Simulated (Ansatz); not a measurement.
# C2H7BSSi: the cost of one run

All numbers are computed with the Python package of Ansatz 0.2.0. Level of theory: PBE0/def2-SVP.

## (1) The system

Bond lengths: S1–Si2 2.102 Å, Si2–C3 1.853 Å, C3–B4 1.606 Å, C3–C5 1.486 Å, B4–C5 1.617 Å, S1–H6 1.447 Å, Si2–H7 1.471 Å, Si2–H8 1.442 Å, C3–H9 1.174 Å, B4–H10 1.168 Å, C5–H11 1.091 Å, C5–H12 1.079 Å. Angles (14 of 22 angles, heavy atoms first): S1–Si2–C3 108.7°, Si2–C3–B4 116.9°, Si2–C3–C5 117.3°, B4–C3–C5 62.9°, C3–B4–C5 54.9°, C3–C5–B4 62.2°, S1–Si2–H7 108.7°, S1–Si2–H8 111.0°, C3–Si2–H7 108.8°, C3–Si2–H8 108.2°, Si2–S1–H6 93.7°, Si2–C3–H9 119.2°, B4–C3–H9 111.5°, C5–C3–H9 116.3°.

No structure file is read: the coordinates are typed or built in the script.

## (2) The script

The input, opt.py:

```python
# -*- coding: utf-8 -*-
"""Minimum-energy structure of C2H7BSSi."""

import itertools

import ansatz as az
from ase.data import atomic_numbers, covalent_radii
import numpy as np
import pandas as pd


def main():
    c2h7bssi = (
        az.Crystal.molecule()
        .atom("S", [-1.4933, 1.5702, 1.8723])
        .atom("Si", [-0.9815, -0.2612, 0.9774])
        .atom("C", [0.6924, -0.096, 0.2008])
        .atom("B", [0.7522, 0.5629, -1.2627])
        .atom("C", [1.0086, -0.9994, -0.9358])
        .atom("H", [-1.4686, 2.2948, 0.6204])
        .atom("H", [-0.9183, -1.2948, 2.022])
        .atom("H", [-1.9254, -0.6129, -0.0548])
        .atom("H", [1.6004, 0.2431, 0.8633])
        .atom("H", [0.5264, 1.4563, -1.9807])
        .atom("H", [2.065, -1.2442, -1.0593])
        .atom("H", [0.2192, -1.6739, -1.2288])
    )

    base = c2h7bssi.calculation()
    base = base.basis(gaussian="def2-SVP")
    base = base.functional("PBE0")
    symbols = [site.symbol for site in c2h7bssi.cartesian_sites]
    start = np.array([site.position_ang for site in c2h7bssi.cartesian_sites], dtype=float)
    def progress(event):
        if event["event"] == "relax_step":
            row = event["data"]
            print(f"step {row['step']:3d}  E = {row['lagrangian_ev']:.6f} eV  largest force component {row['allowed_force_max_ev_ang']:.4f} eV/A")


    report = base.relax(force_tolerance=0.01).session().plan().execute(on_event=progress).report
    end = np.array(report["positions_ang"])

    for key in ("converged", "free_energy_ev", "reference_energy_ev", "n_frozen", "n_occupied", "n_virtual"):
        print(f"{key:22s} {report[key]}")

    # pairs closer than 1.2 times the sum of covalent radii, before or after
    radius = [covalent_radii[atomic_numbers[s]] for s in symbols]
    span = lambda where, i, j: np.linalg.norm(where[i] - where[j])
    bonded = [(i, j) for i, j in itertools.combinations(range(len(symbols)), 2) if min(span(start, i, j), span(end, i, j)) < 1.2 * (radius[i] + radius[j])]
    print("pair        before    after (A)")
    for i, j in bonded:
        print(f"{symbols[i]}{i}-{symbols[j]}{j}".ljust(10), f"{span(start, i, j):8.4f} {span(end, i, j):8.4f}")
    for first, second in list(itertools.combinations(bonded, 2)):
        shared = set(first) & set(second)
        if shared and symbols[(j := shared.pop())] != "H":
            i, k = sorted((set(first) | set(second)) - {j})
            u, v = end[i] - end[j], end[k] - end[j]
            angle = np.degrees(np.arccos(np.clip(u @ v / np.linalg.norm(u) / np.linalg.norm(v), -1, 1)))
            print(f"final angle {symbols[i]}{i}-{symbols[j]}{j}-{symbols[k]}{k}: {angle:.2f} deg")

    charges = report["charge_distribution"]
    table = pd.DataFrame({"atom": symbols, "mulliken": charges["mulliken_charges_e"], "lowdin": charges["lowdin_charges_e"]})
    print(table.round(3).to_string())
    print("dipole (e A):", np.round(charges["dipole_moment_e_ang"], 4) + 0.0)


if __name__ == "__main__":
    main()
```

## (3) What the engine is handed

The package turns the script's settings into the engine's input:

```yaml
crystal:
  periodic: [false, false, false]
  atoms:
    - { symbol: S, position_ang: [-1.4933, 1.5702, 1.8723] }
    - { symbol: Si, position_ang: [-0.9815, -0.2612, 0.9774] }
    - { symbol: C, position_ang: [0.6924, -0.096, 0.2008] }
    - { symbol: B, position_ang: [0.7522, 0.5629, -1.2627] }
    - { symbol: C, position_ang: [1.0086, -0.9994, -0.9358] }
    - { symbol: H, position_ang: [-1.4686, 2.2948, 0.6204] }
    - { symbol: H, position_ang: [-0.9183, -1.2948, 2.022] }
    - { symbol: H, position_ang: [-1.9254, -0.6129, -0.0548] }
    - { symbol: H, position_ang: [1.6004, 0.2431, 0.8633] }
    - { symbol: H, position_ang: [0.5264, 1.4563, -1.9807] }
    - { symbol: H, position_ang: [2.065, -1.2442, -1.0593] }
    - { symbol: H, position_ang: [0.2192, -1.6739, -1.2288] }
basis:
  gaussian:
    orbitals: def2-SVP
hamiltonian:
  xc: pbe0
relax:
  f_tol: 0.01
```

## (4) The run

On the command line:

```sh
python opt.py
```

Q: Estimate wall time and peak memory on 1 thread of AMD EPYC 9B45 (Zen 5), shared host.

About 33 s, with a peak of 0.37 GiB.
